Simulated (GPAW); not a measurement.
# CS2 (Cmce) in GPAW: a series of runs

The runs below take CS2 through dielectric tensor, phonons, with LDA, PBE.

All numbers are computed with GPAW 26.7.0; they aren't measurements. Logs are shortened: lines on timing, memory, paths and dates and some standing lists are left out, and cuts for length are marked. The log counts tension as positive stress, the text compression.

### 1 Starting point

Symmetry: Cmce, No. 64, orthorhombic system. The conventional cell has a = 7.292 Å, b = 5.989 Å, c = 9.851 Å, α = 90.00°, β = 90.00°, γ = 90.00°. S (site symmetry m) is surrounded by 1 C at 1.56 Å. C (site symmetry 2/m) has 2 S at 1.56 Å as nearest neighbours.

The cell comes from a database or a generator and needn't be the stable form of this composition.

### 2 Dielectric tensor, LDA

The input, run.py:

```python
import numpy as np
from ase import Atoms
from ase.dft.bandgap import bandgap
from ase.io import write
from gpaw import GPAW, PW
from gpaw.response.df import DielectricFunction

atoms = Atoms(['S', 'S', 'S', 'S', 'C', 'C'],
              cell=[[3.645788, -2.994314, 0.0],
                    [3.645788, 2.994314, 0.0],
                    [0.0, 0.0, 9.851257]],
              scaled_positions=[[0.181521, 0.818479, 0.886867],
                                [0.318479, 0.681521, 0.386867],
                                [0.681521, 0.318479, 0.613133],
                                [0.818479, 0.181521, 0.113133],
                                [0.5, 0.5, 0.5],
                                [0.0, 0.0, 0.0]],
              pbc=True)

calc = GPAW(mode=PW(600),
            xc='LDA',
            kpts={'size': (5, 5, 3), 'gamma': True},
            occupations={'name': 'fermi-dirac', 'width': 0.001},
            nbands=30,
            convergence={'density': 1e-06},
            maxiter=150,
            txt='gpaw.txt')
atoms.calc = calc
energy = atoms.get_potential_energy()
calc.write('gs.gpw')
write('result.traj', atoms)
print(f'Energy: {energy:.6f} eV')
print('Fermi level:', round(calc.get_fermi_level(), 4), 'eV')
print(f'Gap: {bandgap(calc)[0]:.4f} eV, direct: {bandgap(calc, direct=True)[0]:.4f} eV')

for size in [(5, 5, 2), (6, 6, 3)]:
    name = 'x'.join(str(n) for n in size)
    dense = calc.fixed_density(kpts={'size': size, 'gamma': True},
                               nbands=70, convergence={'bands': 64, 'eigenstates': 1e-7},
                               update_fermi_level=True, txt=f'dense-{name}.txt')
    dense.write(f'{name}.gpw', mode='all')
    df = DielectricFunction(f'{name}.gpw', frequencies=np.array([0.0]), hilbert=False, eta=0.001,
                            ecut=80, nbands=64, intraband=False, txt=f'df-{name}.txt')
    for xc in ['RPA', 'ALDA', 'LR0.1']:
        for direction in ['x', 'y', 'z', [0, 1, 1], [1, 0, 1], [1, 1, 0]]:
            e0, e = df.get_macroscopic_dielectric_constant(xc=xc, direction=direction)
            print(f'{name} {xc} {direction}: {e0:.4f} without, {e:.4f} with local fields')
```

Potentials or basis: the program's PAW data sets (release 1.2.1) made for this functional, pw.

The run is started by

```sh
> OMP_NUM_THREADS=1 python run.py
```

gpaw.txt:

```text
__  _  _
 | _ |_)|_||  |
 |__||  | ||/\| - 26.7.0

Input parameters:
  mode=PW(ecut=600.0),
  convergence={'density': 1e-06},
  kpts=MonkhorstPack(size=(5, 5, 3), gamma=True),
  maxiter=150,
  nbands=30,
  occupations=Occupations(name='fermi-dirac', width=0.001),
  xc=XC(name='LDA')

Diagonalizing LCAO Hamiltonian
Converting LCAO to pw mode

                   S

                 S
                  C
                  S

        C       S

Atoms  # Å, Bohr magnetons
|   | symbol |        x |         y |        z |    initial magnetic moments |
|---|--------|----------|-----------|----------|-----------------------------|
| 0 |      S | 3.645788 |  1.907252 | 8.736755 | ( 0.0000,  0.0000,  0.0000) |
| 1 |      S | 3.645788 |  1.087062 | 3.811126 | ( 0.0000,  0.0000,  0.0000) |
| 2 |      S | 3.645788 | -1.087062 | 6.040131 | ( 0.0000,  0.0000,  0.0000) |
| 3 |      S | 3.645788 | -1.907252 | 1.114502 | ( 0.0000,  0.0000,  0.0000) |
| 4 |      C | 3.645788 |  0.000000 | 4.925629 | ( 0.0000,  0.0000,  0.0000) |
| 5 |      C | 0.000000 |  0.000000 | 0.000000 | ( 0.0000,  0.0000,  0.0000) |

Unit cell  # Å
| periodic |        x |         y |        z |  lengths |    angles |
|----------|----------|-----------|----------|----------|-----------|
|      yes | 3.645788 | -2.994314 | 0.000000 | 4.717805 | 90.000000 |
|      yes | 3.645788 |  2.994314 | 0.000000 | 4.717805 | 90.000000 |
|      yes | 0.000000 |  0.000000 | 9.851257 | 9.851257 | 78.793055 |

Number of symmetries: 4
Symmetry operations  # r_c * U_cc + t_c -> r_c
|   | kind |            matrix            |
|---|------|------------------------------|
| 0 |  E   |  1, 0, 0,  0, 1, 0,  0, 0, 1 |
| 1 |  C2  |  0, 1, 0,  1, 0, 0,  0, 0,-1 |
| 2 |  σ   |  0,-1, 0, -1, 0, 0,  0, 0, 1 |
| 3 |  i   | -1, 0, 0,  0,-1, 0,  0, 0,-1 |

BZ-sampling:
  Number of BZ points: 75
  Number of IBZ points: 24

  Monkhorst-Pack size: [5, 5, 3]
  Monkhorst-Pack shift: [0, 0, 0]

K-points  # in reciprocal-cell coordinates
|     |                                coordinates |     weight |
|-----|--------------------------------------------|------------|
|   0 | (  0.00000000,   0.00000000,   0.00000000) | 0.01333333 |
|   1 | (  0.00000000,   0.00000000,   0.33333333) | 0.02666667 |
|   2 | (  0.20000000,  -0.20000000,  -0.33333333) | 0.02666667 |
|   3 | (  0.20000000,  -0.20000000,   0.00000000) | 0.02666667 |
|   4 | (  0.20000000,  -0.20000000,   0.33333333) | 0.02666667 |
|   5 | (  0.20000000,   0.00000000,  -0.33333333) | 0.05333333 |
|   6 | (  0.20000000,   0.00000000,   0.00000000) | 0.05333333 |
|   7 | (  0.20000000,   0.00000000,   0.33333333) | 0.05333333 |
|   8 | (  0.20000000,   0.20000000,   0.00000000) | 0.02666667 |
|   9 | (  0.20000000,   0.20000000,   0.33333333) | 0.05333333 |
| ... |                                            |            |
|  23 | (  0.40000000,   0.40000000,   0.33333333) | 0.05333333 |

Plane wave coefficients: 7201
Cutoff: 600.0 eV

Spin-components: 1 (collinear spins)
Bands:           30
Projectors:      30
Spin-degeneracy: 2
Datatype:        complex128

Parallelization:
  kpt:    1
  domain: 1
  band:   1

Density:
  Valence electrons: 32.0
  Components: 1
  Grid points: [27 27 56]
  Charge: 0.0  # |e|

Potential:
  Grid points: [27 27 56]

species:
  S:
    name:    Sulfur
    Z:       16.0
    valence: 6
    core:    10
    charge:  0.0  # [|e|]
    compensation charges:
      type: gauss
      rc: 0.24  # [Å]
      lmax: 2
    cutoffs:
      filter: 1.77  # [Å]
      core: 1.66  # [Å]
    projectors
    | kind |    occ | energy [eV] | rcut [Å] |
    |------|--------|-------------|----------|
    |   3s |  2.000 |     -17.278 |    0.974 |
    |   3p |  4.000 |      -7.106 |    0.979 |
    |    s |        |       9.933 |    0.974 |
    |    p |        |      20.105 |    0.979 |
    |    d |        |       0.000 |    0.900 |

    Using partial waves for S as LCAO basis

  C:
    name:    Carbon
    Z:       6.0
    valence: 4
    core:    2
    charge:  0.0  # [|e|]
    compensation charges:
      type: gauss
      rc: 0.20  # [Å]
      lmax: 2
    cutoffs:
      filter: 1.14  # [Å]
      core: 1.14  # [Å]
    projectors
    | kind |    occ | energy [eV] | rcut [Å] |
    |------|--------|-------------|----------|
    |   2s |  2.000 |     -13.639 |    0.635 |
    |   2p |  2.000 |      -5.414 |    0.635 |
    |    s |        |      13.573 |    0.635 |
    |    p |        |      21.797 |    0.635 |
    |    d |        |       0.000 |    0.635 |

    Using partial waves for C as LCAO basis

Reference energy: -45335.940849  # eV

eigensolver:
  PPCG
  Converge bands: occupied
  niter=2

density mixing:
  MSR1-Mixer
  Pratt-step length: 0.05
  Maximum mixing coefficient: 0.75
  Old densities: 10
  SVD Regularization: 0.005
  Good broyden scale: 1.0
  Trust region scale: 1.0
  Backstep threshold: 4.0
  History deletion threshold: 6.0
  Fourier metric: weight=20.0, sigma=0.015

occupation numbers:
  Fermi-Dirac:
    width: 0.0010  # eV

poisson solver:
  ecut: 4800.0  # eV

xc functional:
  name: None

convergence criteria:
- Maximum integral of absolute [dens]ity change: 1e-06 electrons / valence electron
- Maximum [total energy] change in last 3 cyles: 0.0005 eV / valence electron
- Maximum integral of absolute [eigenst]ate change: 4e-08 eV^2 / valence electron
maximum number of iterations: 150

SCF iterations
|iter     | |      energy | eigst |  dens |
|---------|-|-------------|-------|-------|
|iter:   1| |  -37.620996 | +0.51 |       |
|iter:   2| |  -37.159513 | -1.22 | -0.99 |
|iter:   3| |  -35.700838 | -1.32 | -1.05 |
|iter:   4| |  -35.680747 | -2.71 | -1.47 |
|iter:   5| |  -35.674393 | -3.09 | -1.84 |
|iter:   6| |  -35.674204c| -4.24 | -2.39 |
|iter:   7| |  -35.674250c| -5.34 | -3.03 |
|iter:   8| |  -35.674251c| -6.77 | -3.87 |
|iter:   9| |  -35.674251c| -7.59c| -4.39 |
|iter:  10| |  -35.674251c| -8.01c| -4.84 |
|iter:  11| |  -35.674251c| -8.39c| -5.19 |
|iter:  12| |  -35.674251c| -9.04c| -6.20c|

Converged in 12 steps
Energy contributions relative to reference atoms: (reference = -45335.940849)

Energy contributions:
  Kinetic:          37.230545
  Coulomb:         -41.844924
  Zero:              0.258235
  External:          0.000000
  Xc:              -31.318107
  Entropy:          -0.000000
  Spinorbit:         0.000000
  ----------------------------
  Free energy:     -35.674251
  Extrapolated:    -35.674251

dipole moment: (-14.466892, 0.000000, -19.545441)  # |e|*Ang

Fermi level: -0.610
Eigenvalues  # (at kpt = [0.000, 0.000, 0.000])
| band index |      eig [eV] | occ [0-2] |
|------------|---------------|-----------|
|          0 |       -16.832 |     2.000 |
|        ... |               |           |
|          8 |        -4.997 |     2.000 |
|          9 |        -4.958 |     2.000 |
|         10 |        -4.852 |     2.000 |
|         11 |        -4.829 |     2.000 |
|         12 |        -2.523 |     2.000 |
|         13 |        -2.401 |     2.000 |
[... 8 lines left out ...]
|         22 |         5.225 |     0.000 |
|         23 |         5.316 |     0.000 |
|        ... |               |           |
|         29 |         7.900 |     0.000 |

Gap: 3.352 eV
Transition (v -> c):
  (s=0, k=11, n=15, [0.40, -0.40, 0.00]) -> (s=0, k=11, n=16, [0.40, -0.40, 0.00])
No difference between direct/indirect transitions
# Writing to gs.gpw (mode='')
```

It took 11 min on 1 thread of Intel Xeon 6975P-C (Granite Rapids), shared host; peak memory 2.5 GiB.

Results:

```
Free energy                             : -35.6743 eV
Band gap on the k mesh                  : 3.35 eV, direct
Electronic dielectric tensor (diagonal) : 1.84, 2.36, 2.60
```

Electronic dielectric tensor:
```
1.84 0.00 0.00
0.00 2.36 0.00
0.00 0.00 2.60
```

Caveat: the long-wavelength limit can be off by a per cent or two; an odd mesh through Γ misses points on the zone boundary, where band edges often lie.

### 3 Phonons, PBE

The input, run.py:

```python
import json
import numpy as np
from ase import Atoms
from ase.constraints import FixSymmetry
from ase.filters import FrechetCellFilter
from ase.io import read, write
from ase.optimize import BFGS
from phonopy import Phonopy
from phonopy.structure.atoms import PhonopyAtoms
from gpaw import GPAW, PW

atoms = read('POSCAR')

calc = GPAW(mode=PW(800),
            xc='PBE',
            kpts={'size': (4, 4, 2), 'gamma': True},
            occupations={'name': 'fermi-dirac', 'width': 0.05},
            nbands=30,
            convergence={'density': 1e-06, 'eigenstates': 1e-09},
            maxiter=150,
            txt='gpaw.txt')
atoms.calc = calc
atoms.set_constraint(FixSymmetry(atoms))
BFGS(FrechetCellFilter(atoms), trajectory='relax.traj', logfile='-').run(fmax=0.005, steps=40)
atoms.set_constraint()
energy = atoms.get_potential_energy()
forces = atoms.get_forces()
stress = atoms.get_stress()
calc.write('gs.gpw')
write('result.traj', atoms)
print('Cell:', atoms.cell.cellpar().round(4))
print(atoms.get_scaled_positions().round(5))

def force_constants(scale):
    unit = PhonopyAtoms(symbols=atoms.get_chemical_symbols(), cell=atoms.cell[:] * scale**(1 / 3),
                        scaled_positions=atoms.get_scaled_positions())
    ph = Phonopy(unit, supercell_matrix=np.diag([1, 1, 1]), primitive_matrix=np.eye(3), symprec=1e-4)
    ph.generate_displacements(distance=0.01)
    forces = []
    for i, sc in enumerate(ph.supercells_with_displacements):
        a = Atoms(sc.symbols, cell=sc.cell, scaled_positions=sc.scaled_positions, pbc=True)
        c = GPAW(mode=PW(680),
                 xc='PBE',
                 kpts={'size': (4, 4, 2), 'gamma': True},
                 occupations={'name': 'fermi-dirac', 'width': 0.05},
                 nbands=30,
                 convergence={'density': 1e-06, 'eigenstates': 1e-09},
                 maxiter=150,
                 txt=f'disp-{scale:.3f}-{i:02d}.txt')
        a.calc = c
        f = a.get_forces()
        forces.append(f - f.mean(axis=0))
        print(f'displacement {i}: drift', f.mean(axis=0).round(5), flush=True)
    ph.forces = forces
    ph.produce_force_constants()
    ph.symmetrize_force_constants()
    return ph

qpoints = [[0.0, 0.0, 0.0]]
results = {}
for scale in [1.0]:
    ph = force_constants(scale)
    ph.run_qpoints(qpoints)
    nu = ph.qpoints.frequencies * 33.35641  # THz to cm^-1
    results[f'{scale:.3f}'] = nu.tolist()
    for qp, f in zip(qpoints, nu):
        print(scale, np.round(qp, 4), f.round(2))
json.dump(results, open('phonons.json', 'w'))
```

The input, POSCAR:

```
CS2
1.0
    3.6457880000     -2.9943140000      0.0000000000
    3.6457880000      2.9943140000      0.0000000000
    0.0000000000      0.0000000000      9.8512570000
S C
4 2
Direct
    0.1815210000      0.8184790000      0.8868670000
    0.3184790000      0.6815210000      0.3868670000
    0.6815210000      0.3184790000      0.6131330000
    0.8184790000      0.1815210000      0.1131330000
    0.5000000000      0.5000000000      0.5000000000
    0.0000000000      0.0000000000      0.0000000000
```

Potentials or basis: GPAW PAW data sets (gpaw-data 1.2.1), pw.

The run is started by

```sh
> OMP_NUM_THREADS=1 python run.py
```

gpaw.txt:

```text
__  _  _
 | _ |_)|_||  |
 |__||  | ||/\| - 26.7.0

Input parameters:
  mode=PW(ecut=800.0),
  convergence={'density': 1e-06, 'eigenstates': 1e-09},
  kpts=MonkhorstPack(size=(4, 4, 2), gamma=True),
  maxiter=150,
  nbands=30,
  occupations=Occupations(name='fermi-dirac', width=0.05),
  xc=XC(name='PBE')

Diagonalizing LCAO Hamiltonian
Converting LCAO to pw mode

                   S

                 S
                  C
                  S
[... 650 lines left out ...]
SCF iterations
|iter     | |      energy | eigst |  dens |
|---------|-|-------------|-------|-------|
|iter:   1| |  -33.073443 | -3.51 |       |
|iter:   2| |  -33.073073 | -5.60 | -2.59 |
|iter:   3| |  -33.072327c| -4.59 | -2.67 |
|iter:   4| |  -33.072312c| -5.92 | -3.37 |
|iter:   5| |  -33.072310c| -6.60 | -3.74 |
|iter:   6| |  -33.072310c| -8.25 | -4.26 |
|iter:   7| |  -33.072310c| -9.59c| -4.88 |
|iter:   8| |  -33.072310c|-10.03c| -5.77 |
|iter:   9| |  -33.072310c|-10.62c| -6.30c|
[... 890 lines left out ...]
  Xc:              -28.738544
  Entropy:          -0.000000
  Spinorbit:         0.000000
  ----------------------------
  Free energy:     -33.071001
  Extrapolated:    -33.071001
[... 28 lines left out ...]
Gap: 3.373 eV
Transition (v -> c):
  (s=0, k=12, n=15, [0.50, 0.50, 0.00]) -> (s=0, k=12, n=16, [0.50, 0.50, 0.00])
No difference between direct/indirect transitions

Stress tensor  # eV/Ang^3
|        x |        y |        z |
|----------|----------|----------|
| 0.000072 | 0.000000 | 0.000000 |
| 0.000000 | 0.000250 | 0.000000 |
| 0.000000 | 0.000000 | 0.000263 |

Forces  # eV/Ang
|       x |        y |        z |
|---------|----------|----------|
| 0.00000 |  0.01424 |  0.01482 |  # S    0
| 0.00000 | -0.01421 |  0.01478 |  # S    1
| 0.00000 |  0.01421 | -0.01478 |  # S    2
| 0.00000 | -0.01424 | -0.01482 |  # S    3
| 0.00000 |  0.00000 |  0.00000 |  # C    4
| 0.00000 |  0.00000 |  0.00000 |  # C    5
[... 222 lines left out ...]
Gap: 3.373 eV
Transition (v -> c):
  (s=0, k=12, n=15, [0.50, 0.50, 0.00]) -> (s=0, k=12, n=16, [0.50, 0.50, 0.00])
No difference between direct/indirect transitions

Stress tensor  # eV/Ang^3
|         x |        y |         z |
|-----------|----------|-----------|
|  0.000071 | 0.000000 | -0.000000 |
|  0.000000 | 0.000004 |  0.000000 |
| -0.000000 | 0.000000 | -0.000006 |

Forces  # eV/Ang
|       x |        y |        z |
|---------|----------|----------|
| 0.00000 |  0.00235 |  0.00245 |  # S    0
| 0.00000 | -0.00234 |  0.00245 |  # S    1
| 0.00000 |  0.00234 | -0.00245 |  # S    2
| 0.00000 | -0.00235 | -0.00245 |  # S    3
| 0.00000 |  0.00000 |  0.00000 |  # C    4
| 0.00000 |  0.00000 |  0.00000 |  # C    5

# Writing to gs.gpw (mode='')
```

stdout:

```text
Step          Energy          fmax
BFGS:    0      -33.068577        0.310148
BFGS:    1      -33.072208        0.049217
BFGS:    2      -33.072310        0.005426
BFGS:    3      -33.072307        0.005416
BFGS:    4      -33.072232        0.014876
BFGS:    5      -33.072119        0.027293
BFGS:    6      -33.071804        0.042721
BFGS:    7      -33.071332        0.041255
BFGS:    8      -33.071001        0.020419
BFGS:    9      -33.070987        0.003375
Cell: [ 4.6855  4.6855  9.803  90.     90.     78.85  ]
[[0.18129 0.81871 0.88465]
 [0.31871 0.68129 0.38465]
 [0.68129 0.31871 0.61535]
 [0.81871 0.18129 0.11535]
 [0.5     0.5     0.5    ]
 [0.      0.      0.     ]]
displacement 0: drift [ 0. -0.  0.]
displacement 1: drift [-0.  0. -0.]
displacement 2: drift [-0. -0. -0.]
displacement 3: drift [0. 0. 0.]
displacement 4: drift [-1.e-05  1.e-05 -0.e+00]
displacement 5: drift [ 0.e+00  0.e+00 -2.e-05]
1.0 [0. 0. 0.] [  -0.     -0.      0.     10.4    28.47   31.85   33.05   33.1    35.78
   37.    384.55  386.35  386.99  390.86  658.17  659.08 1505.64 1538.58]
```

It took 14 min on 1 thread of AMD EPYC 7R43 (Zen 3), shared host; peak memory 1 GiB.

Results:

```
Free energy                                             : -33.0710 eV
Relaxed volume                                          : 35.19 Å³/atom
Relaxed cell                                            : a = 4.686 Å, b = 4.686 Å, c = 9.803 Å, α = 90.00°, β = 90.00°, γ = 78.85°
Space group after relaxing (to 0.05 Å)                  : Cmce (No. 64)
Pressure after relaxing                                 : 0.0 GPa
Largest force after relaxing                            : 0.003 eV/Å
Band gap on the k mesh                                  : 3.37 eV, direct
Highest phonon frequency at Γ, LO-TO splitting left out : 1539 cm⁻¹
```

Forces in eV/Å, atoms in the order of the input:
```
S    0.000  0.002  0.002
S    0.000 -0.002  0.002
S    0.000  0.002 -0.002
S    0.000 -0.002 -0.002
C    0.000  0.000  0.000
C    0.000  0.000  0.000
```

Final structure:
```
S C
1.0
     3.61937   -2.97563    0.00000
     3.61937    2.97563    0.00000
     0.00000    0.00000    9.80304
S C
4 2
Direct
  0.18129 0.81871 0.88465
  0.31871 0.68129 0.38465
  0.68129 0.31871 0.61535
  0.81871 0.18129 0.11535
  0.50000 0.50000 0.50000
  0.00000 0.00000 0.00000
```

Levels at points of the mesh, in eV from the valence-band top:
```tsv
k point	band 13	band 14	band 15	band 16	band 17	band 18	band 19	band 20
(0.00, 0.00, 0.00)	-0.50	-0.37	-0.34	-0.18	3.43	3.49	3.75	3.98
(0.00, 0.00, 0.50)	-0.43	-0.43	-0.26	-0.26	3.59	3.59	3.70	3.70
(0.50, 0.00, 0.00)	-0.31	-0.31	-0.15	-0.15	3.52	3.52	3.66	3.66
(0.50, 0.00, 0.50)	-0.36	-0.36	-0.11	-0.11	3.47	3.47	3.75	3.75
(0.50, 0.50, 0.00)	-0.60	-0.52	-0.27	0.00	3.37	3.40	4.09	4.14
(0.50, 0.50, 0.50)	-0.44	-0.44	-0.27	-0.27	3.73	3.73	3.77	3.77
```

Phonon frequencies in cm⁻¹ (negative: imaginary):
| q point | frequencies |
| --- | --- |
| (0.000, 0.000, 0.000) | 0 0 0 10 28 32 33 33 36 37 385 386 387 391 658 659 1506 1539 |

Caveat: the cutoff is short for stress and forces, so pressures can be off by a GPa or more; the LO-TO splitting is left out.
